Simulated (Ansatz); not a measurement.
# CHClGaN: taking an electron away

How much energy removes an electron from CHClGaN at fixed geometry? The cation is run at each level and the neutral's energy taken from earlier runs.

Program: Ansatz 0.2.0, Gaussian basis. Level of theory: unrestricted cation, the program's frozen cores in correlated methods. These are calculated values, not measurements.

Levels to be run: UKS PBE-D4/def2-TZVPP; UKS r2SCAN-D4/def2-TZVPP; UKS PBE0-D4/def2-TZVPP; UKS B3LYP-D4/def2-TZVPP; UKS wB97X-V/def2-TZVPP; UKS wB97M-V/def2-TZVPP; UKS B2PLYP/def2-TZVPP; UHF-CCSD(T)/def2-TZVPP; UHF-CCSD(T)/def2-QZVPP; extrapolation to the limit; then −ε(HOMO) from the neutral's earlier runs with LDA (SPW92), PBE-D4, revPBE-D4, BLYP-D4, r2SCAN-D4, B97M-V, PBE0-D4, B3LYP-D4, r2SCANh-D4, r2SCAN0-D4, HSE06-D4, BHLYP-D4, CAM-B3LYP-D4, LC-ωPBE, ωB97X-V, ωB97M-V.

### 1 The geometry

All runs share one geometry, relaxed beforehand with PBE0-D4 in a triple-zeta def2 set.

SMILES `N#[C][GaH][Cl]`, 5 atoms, charge 0, spin multiplicity 1.

Atoms are counted from 1 here; the program's logs count them from 0.

Bond lengths: N1–C2 1.153 Å, C2–Ga3 1.934 Å, Ga3–Cl4 2.122 Å, Ga3–H5 1.542 Å. Angles: N1–C2–Ga3 178.4°, C2–Ga3–Cl4 113.9°, C2–Ga3–H5 124.2°, Cl4–Ga3–H5 121.9°.

### 2 Cation, UKS PBE-D4/def2-TZVPP

in.yaml reads:

```yaml
crystal:
  periodic: [false, false, false]
  atoms:
    - {symbol: N, position_ang: [1.282562, -1.536931, 1.399098]}
    - {symbol: C, position_ang: [0.710259, -0.785237, 0.738578]}
    - {symbol: Ga, position_ang: [-0.212049, 0.511401, -0.360764]}
    - {symbol: Cl, position_ang: [-2.031337, -0.203227, -1.187099]}
    - {symbol: H, position_ang: [0.300465, 1.940295, -0.631214]}
basis:
  gaussian: {orbitals: def2-TZVPP}
total_charge: 1
magnetization: {spin_polarized: true, initial_magnetization: 1}
hamiltonian: {xc: pbe, dispersion: d4}
```

On the command line:

```console
$ ansatz run in.yaml --threads 2 --pin off --events-out ev --progress --plain --max-ram 32768MiB --backend cpu
```

The runs that follow: Cation, UKS r2SCAN-D4/def2-TZVPP; Cation, UKS PBE0-D4/def2-TZVPP; Cation, UKS B3LYP-D4/def2-TZVPP; Cation, UKS wB97X-V/def2-TZVPP; Cation, UKS wB97M-V/def2-TZVPP; Cation, UKS B2PLYP (frozen core)/def2-TZVPP; Cation, UHF-CCSD(T)/def2-TZVPP; Cation, UHF-CCSD(T)/def2-QZVPP.

**Question.** What will the summary of the whole plan be? Wanted: ionisation energy, CCSD(T)/CBS; nearest functional by difference; nearest −ε(HOMO); −ε(HOMO) of PBE; T1 of the cation.

The runs gave:

```
                        quantity               value
  ionisation energy, CCSD(T)/CBS            12.12 eV
nearest functional by difference  ωB97X-V (-0.10 eV)
                nearest −ε(HOMO)  LC-ωPBE (+0.11 eV)
                 −ε(HOMO) of PBE             7.98 eV
                T1 of the cation               0.031
```

By cation minus neutral, the functionals miss by 1.05 eV at most. The PBE orbital energy is 4.1 eV too small: a semilocal HOMO is no ionisation energy. Among orbital estimates LC-ωPBE comes nearest. Hartree-Fock falls 1.03 eV short, as the neutral has more correlation energy than the cation. The cation's T1 (from the report) is 0.031, near the customary mark of 0.045 for open shells, so the coupled-cluster value is less safe. Correlated methods include outer-core shells of Ga, which these sets cover unevenly. With outer-core shells in play the reference is unsure by up to some tenths of an eV, so close misses can't be ranked.
